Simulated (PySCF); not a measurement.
# F2Tl (Tl(F)2+): the cost of one run

Computed with PySCF 2.14.0. Level: several levels, as the steps say, no spin–orbit coupling.

1 further run of the same task is left out (for a known fault of the program).

### 1 Where the work starts

3 atoms, charge 1, spin multiplicity 1.

Bond lengths: Tl1–F2 1.924 Å, Tl1–F3 1.924 Å. Angles: F2–Tl1–F3 179.9°.

Coordinates:

```xyz
3
F2Tl
Tl    0.00000    0.00000    0.39549
F     1.92357    0.00000    0.39653
F    -1.92357    0.00000    0.39653
```

Formal oxidation states: Tl +3. An earlier session relaxed this geometry at PBE0, Tl def2-SVP with ECP60, F def2-SVP (singlet, point group D∞h).

At PBE0 on the finer grid: E = -371.479226 Eh, HOMO -18.10 eV, LUMO -11.37 eV, Mulliken charge on Tl1 +1.48 e, largest force component 0.041 eV/Å. 

Levels to run: M06-L; B3LYP; PBE0, TZVP. Hardware: 2 threads of Arm Neoverse V2, shared host.

### 2 M06-L

Contents of run.py (the lines that set the calculation):

```python
mol = gto.M(atom='''
Tl     0.00000     0.00000     0.39549
F      1.92357     0.00000     0.39653
F     -1.92357     0.00000     0.39653''',
    basis={'Tl': 'def2-SVP', 'F': 'def2-SVP'},
    ecp={'Tl': 'def2-SVP'},
    charge=1, spin=0)
mf = dft.RKS(mol, xc='M06L')
mf.grids.atom_grid = (75, 302)
mf = mf.density_fit()  # fitting sets: Tl def2-universal-JKFIT, F def2-universal-JKFIT
mf.conv_tol = 1e-08; mf.max_cycle = 55
mf.kernel(dm0)  # dm0: the density of the relaxed state
```

On the command line:

```
> OMP_NUM_THREADS=2 python run.py
```

**Question.** How long does this run take on 2 threads of Arm Neoverse V2, shared host?

About 1.3 s.
